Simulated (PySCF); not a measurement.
# [Bi3]2+: forces at shaken geometries

How stiff is [Bi3]2+? Its atoms are displaced at random by several amounts. The structure is generated, not taken from experiment.

Method: TPSS, Bi def2-SVP with ECP60; scalar-relativistic core potentials, no spin–orbit coupling; program: PySCF 2.14.0.

3 further runs of the same task are left out: 2 for a known fault of the program, 1 set aside as unsound or not needed.

### 1 The starting structure

3 atoms, charge 2, spin multiplicity 2.

Bond lengths: Bi1–Bi2 2.788 Å, Bi2–Bi3 2.810 Å. Angles: Bi1–Bi2–Bi3 180.0°.

As a file:

```xyz
3

Bi    0.00000    0.00000    2.79520
Bi    0.00000    0.00000    0.00742
Bi    0.00000    0.00000   -2.80263
```

An earlier session relaxed this geometry at TPSS, Bi def2-SVP with ECP60 (doublet, point group D∞h).

Its energy there is -643.056588 Eh.

### 2 Atoms moved at random, σ = 0.03 Å

The input, run.py (the lines that set the calculation):

```python
mol = gto.M(atom='''
Bi     0.01173    -0.00531     2.78242
Bi     0.01378    -0.02296    -0.00718
Bi    -0.02551     0.02828    -2.77524''',
    basis={'Bi': 'def2-SVP'},
    ecp={'Bi': 'def2-SVP'},
    charge=2, spin=1)
mf = dft.UKS(mol, xc='TPSS')
mf.grids.atom_grid = (50, 194)
mf = mf.density_fit()  # fitting sets: Bi def2-universal-JKFIT
mf.conv_tol = 1e-08; mf.max_cycle = 55
mf.kernel(dm0)  # dm0: the density of the relaxed state
```

Run with:

```bash
$ OMP_NUM_THREADS=2 python run.py
```

### 3 Atoms moved at random, σ = 0.06 Å

run.py (the lines that set the calculation): that of step 2 with these lines changed.

```diff
@@ -1,5 +1,5 @@
 mol = gto.M(atom='''
-Bi     0.01173    -0.00531     2.78242
-Bi     0.01378    -0.02296    -0.00718
-Bi    -0.02551     0.02828    -2.77524''',
+Bi     0.06514     0.03639     2.72388
+Bi    -0.06244    -0.01840     0.02781
+Bi    -0.00270    -0.01799    -2.75169''',
     basis={'Bi': 'def2-SVP'},
```

### 4 Atoms moved at random, σ = 0.15 Å

run.py (the lines that set the calculation): that of step 3 with these lines changed.

```diff
@@ -1,5 +1,5 @@
 mol = gto.M(atom='''
-Bi     0.06514     0.03639     2.72388
-Bi    -0.06244    -0.01840     0.02781
-Bi    -0.00270    -0.01799    -2.75169''',
+Bi    -0.09997     0.14526     2.66557
+Bi     0.00443     0.06124     0.08349
+Bi     0.09553    -0.20650    -2.74906''',
     basis={'Bi': 'def2-SVP'},
```

What does the calculation give? Wanted: for each run, σ; energy rise; harmonic estimate −½ F·u; largest force component.

As calculated:

| σ (Å) | energy rise (eV) | harmonic estimate −½ F·u (eV) | largest force component (eV/Å) |
| --- | --- | --- | --- |
| 0.03 | 0.004 | 0.004 | 0.19 |
| 0.06 | 0.043 | 0.043 | 0.87 |
| 0.15 | 0.208 | 0.237 | 2.39 |

Every displacement raises the energy. For a harmonic well the rise equals −½ F·u; the two differ by at most 14 % here (a move with σ = 0.15 Å), from anharmonicity, the grid and the small forces left at the relaxed point. These are double-zeta-type bases without diffuse functions. Spin–orbit coupling is left out for this open shell, where it can reorder the states. Open shells may have lower solutions than the one found.
